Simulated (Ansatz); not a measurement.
# AlGaCl+ (quintet): the correlation ladder, cc-pVDZ

One table from this session's results is given with a row withheld; the runs are named, their logs left out.

Program: Ansatz 0.2.0, Gaussian basis. Level of theory: cc-pVDZ, core rule «outside noble gas», up to 24 orbitals frozen. These are calculated values, not measurements.

To be run: UHF; CCSD(T) on ROHF; CCSD(T) on UHF; BCCD(T) on ROHF; CISD; CCSDT(Q) on ROHF; CCSDT(Q) on UHF.

36 further runs of the same task are left out: 11 for a known fault of the program, 13 that didn't finish, 12 set aside as unsound or not needed.

## The geometry

The geometry is a PBE0/def2-TZVP stationary point (not a proven minimum) of the parent state, kept for this charge and spin. No spin-orbit coupling is included. The filled d shell of Ga may be among the frozen orbitals whatever the setting's name suggests; the logs give the count.

3 atoms, charge 1, spin multiplicity 5.

Atoms are counted from 1 here; the program's logs count them from 0.

Bond lengths: Cl1–Al2 2.091 Å, Al2–Ga3 2.316 Å. Angles: Cl1–Al2–Ga3 180.0°.

The first run:

in.yaml reads:

```yaml
crystal:
  periodic: [false, false, false]
  atoms:
    - {symbol: Cl, position_ang: [0.000000, 0.000000, -2.166000]}
    - {symbol: Al, position_ang: [0.000000, 0.000000, -0.075200]}
    - {symbol: Ga, position_ang: [0.000000, 0.000000, 2.241200]}
basis:
  gaussian: {orbitals: cc-pVDZ}
total_charge: 1
magnetization: {spin_polarized: true, initial_magnetization: 4}
hamiltonian: {xc: hf}
output: {orbitals: {seedname: orbitals}}
```

Command:

```bash
> ansatz run in.yaml --threads 1 --pin off --events-out ev --progress --plain --max-ram 2393MiB
```

Among the steps run: UHF; CCSD(T) on ROHF; CCSD(T) on UHF; BCCD(T) on ROHF; CISD; CCSDT(Q) on ROHF; CCSDT(Q) on UHF.

One of the session's tables, all rows but one given; the rest of the session is left out.

```
   method  from RCCSDT(Q) (kcal/mol)
     ROHF                    +128.81
      UHF                    +127.71
     RMP2                     +18.96
     UMP2                     +18.07
    RCCSD                      +4.89
    UCCSD                      +4.14
 RCCSD(T)                      +1.10
 UCCSD(T)                      +0.38
  BCCD(T)                      +1.08
   RCCSDT                      +0.33
   UCCSDT                          ?
RCCSDT(Q)                          0
UCCSDT(Q)                      -0.78
```

Estimate the missing values for UCCSDT.

The run gave: from RCCSDT(Q) (kcal/mol): -0.38. In the column «from RCCSDT(Q) (kcal/mol)» it lies between UCCSDT(Q) (-0.78) and RCCSDT(Q) (0).

Not comparable, so not listed: CISD (they don't share determinant, frozen orbitals or solution with the rows shown, or repeat one).

To keep in mind: Restricted and unrestricted rows rest on different reference determinants; where their highest levels disagree by more than a few hundredths of an eV, they describe different states and don't form one ladder.
